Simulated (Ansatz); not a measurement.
**WSe2: elastic constants**

Aim: the elastic tensor from the stress of slightly strained cells, and the moduli that follow. Runs: cell and atoms relaxed (PAW); reference run (PAW and LAPW); cell relaxed at 5 GPa (PAW); at 5 GPa (PAW).

Program: Ansatz 0.2.0. Level of theory: DFT LDA, frozen-core PAW and all-electron LAPW, scalar-relativistic unless said. These are calculated values, not measurements.

## Step 1: Starting point

Symmetry: P6_3/mmc, No. 194, hexagonal system. The conventional cell has a = 3.290 Å, b = 3.290 Å, c = 12.970 Å, α = 90.00°, β = 90.00°, γ = 120.00°. W (site symmetry -6m2) is surrounded by 6 Se at 2.53 Å. Around Se (site symmetry 3m) lie 3 W at 2.53 Å.

Coordinates:

```
W Se
1.0
     3.29000    0.00000    0.00000
    -1.64500    2.84922    0.00000
     0.00000    0.00000   12.97000
W Se
2 4
Cartesian
  0.0000 1.8995 3.2425
  1.6450 0.9497 9.7275
  0.0000 1.8995 8.0544
  1.6450 0.9497 1.5694
  0.0000 1.8995 11.4006
  1.6450 0.9497 4.9156
```

Cartesian axes are those of the input's lattice vectors. The structure goes back to a database entry.

## Step 2: Cell and atoms relaxed, PAW

input.yaml reads:

```yaml
crystal:
  lattice:
    - [3.29000000002, 0.0, 0.0]
    - [-1.64500000001, 2.84922357847, 0.0]
    - [0.0, 0.0, 12.97]
  atoms:
    - { symbol: W, position: [0.333333333333, 0.666666666667, 0.25] }
    - { symbol: W, position: [0.666666666667, 0.333333333333, 0.75] }
    - { symbol: Se, position: [0.333333333333, 0.666666666667, 0.621] }
    - { symbol: Se, position: [0.666666666667, 0.333333333333, 0.121] }
    - { symbol: Se, position: [0.333333333333, 0.666666666667, 0.879] }
    - { symbol: Se, position: [0.666666666667, 0.333333333333, 0.379] }
kpoints:
  mp_grid: { grid: [10, 10, 4] }
scf:
  occupations: { method: fermi_dirac, width: 0.08 }
hamiltonian:
  xc: lda
  pseudopotentials: { kind: paw }
relax:
  f_tol: 0.002
  max_steps: 80
  cell: {}
output:
  forces: true
  stress: true
```

The run is started by

```
$ ansatz run input.yaml --threads 2 --pin off --max-ram 6144MiB --backend cpu --events-out ev --progress --plain --runs-dir out
```

## Step 4: Reference run, PAW

input.yaml reads:

```yaml
crystal:
  lattice:
    - [3.24973192381, 0.0, 0.0]
    - [-1.6248659619, 2.81435040151, 0.0]
    - [0.0, 0.0, 12.820169678]
  atoms:
    - { symbol: W, position: [0.333333333333, 0.666666666667, 0.25] }
    - { symbol: W, position: [0.666666666667, 0.333333333333, 0.75] }
    - { symbol: Se, position: [0.333333333333, 0.666666666667, 0.619981685306] }
    - { symbol: Se, position: [0.666666666667, 0.333333333333, 0.119981685306] }
    - { symbol: Se, position: [0.333333333333, 0.666666666667, 0.880018314694] }
    - { symbol: Se, position: [0.666666666667, 0.333333333333, 0.380018314694] }
kpoints:
  mp_grid: { grid: [8, 8, 2] }
scf:
  occupations: { method: fixed }
hamiltonian:
  xc: lda
  pseudopotentials: { kind: paw }
elastic:
  mode: relaxed_ion
  stencil: two_point
  amplitude: 0.005
```

## Step 5: Reference run, LAPW

Edit input.yaml of step 4 so:

```diff
@@ -18,3 +18,3 @@
   xc: lda
-  pseudopotentials: { kind: paw }
+  pseudopotentials: { kind: all_electron, lapw: { basis_error: 0.001 } }
 elastic:
```

## Step 6: Cell relaxed at 5 GPa, PAW

Edit input.yaml of step 5 so:

```diff
@@ -18,6 +18,13 @@
   xc: lda
-  pseudopotentials: { kind: all_electron, lapw: { basis_error: 0.001 } }
-elastic:
-  mode: relaxed_ion
-  stencil: two_point
-  amplitude: 0.005
+  pseudopotentials: { kind: paw }
+relax:
+  f_tol: 0.002
+  max_steps: 80
+  cell: { p_target: 5 }
+output:
+  forces: true
+  stress: true
+  write_density: true
+  write_potential: true
+  elf: true
+  volumetric_format: npy
```

## Step 8: At 5 GPa, PAW

input.yaml reads:

```yaml
crystal:
  lattice:
    - [3.20502603983, 0.0, 0.0]
    - [-1.60251301991, 2.77563397029, 0.0]
    - [0.0, 0.0, 12.22788104255]
  atoms:
    - { symbol: W, position: [0.333333333333, 0.666666666667, 0.25] }
    - { symbol: W, position: [0.666666666667, 0.333333333333, 0.75] }
    - { symbol: Se, position: [0.333333333333, 0.666666666667, 0.61313919826] }
    - { symbol: Se, position: [0.666666666667, 0.333333333333, 0.11313919826] }
    - { symbol: Se, position: [0.333333333333, 0.666666666667, 0.88686080174] }
    - { symbol: Se, position: [0.666666666667, 0.333333333333, 0.38686080174] }
kpoints:
  mp_grid: { grid: [8, 8, 2] }
scf:
  occupations: { method: fixed }
hamiltonian:
  xc: lda
  pseudopotentials: { kind: paw }
elastic:
  mode: relaxed_ion
  stencil: two_point
  amplitude: 0.005
```

(Steps that only read results are left out.)

What does the calculation give? Wanted: C11; C12; C13; C33; C44; bulk, shear and Young's modulus; Debye temperature from sound speeds; universal anisotropy index.

As calculated:

```
                           quantity            value
                          C11 (PAW)          211 GPa
                          C12 (PAW)           41 GPa
                          C13 (PAW)           12 GPa
                          C33 (PAW)           52 GPa
                          C44 (PAW)           21 GPa
    bulk, shear and Young's modulus  54, 43, 102 GPa
Debye temperature from sound speeds            232 K
         universal anisotropy index             3.56
```

All eigenvalues are positive, so the crystal is mechanically stable; by PAW K = 54 and G = 43 GPa, K/G = 1.27, on the brittle side of Pugh's rough line at 1.75, which was drawn for metals. Young's modulus runs from 49 to 201 GPa with direction. At 5 GPa K rises to 96 GPa. Cautions: frozen-core PAW files fitted under PBE, their cores solved anew for the functional of the run; no spin-orbit coupling on heavy atoms; no dispersion correction, so the spacing and stiffness between layers or molecules are uncertain.
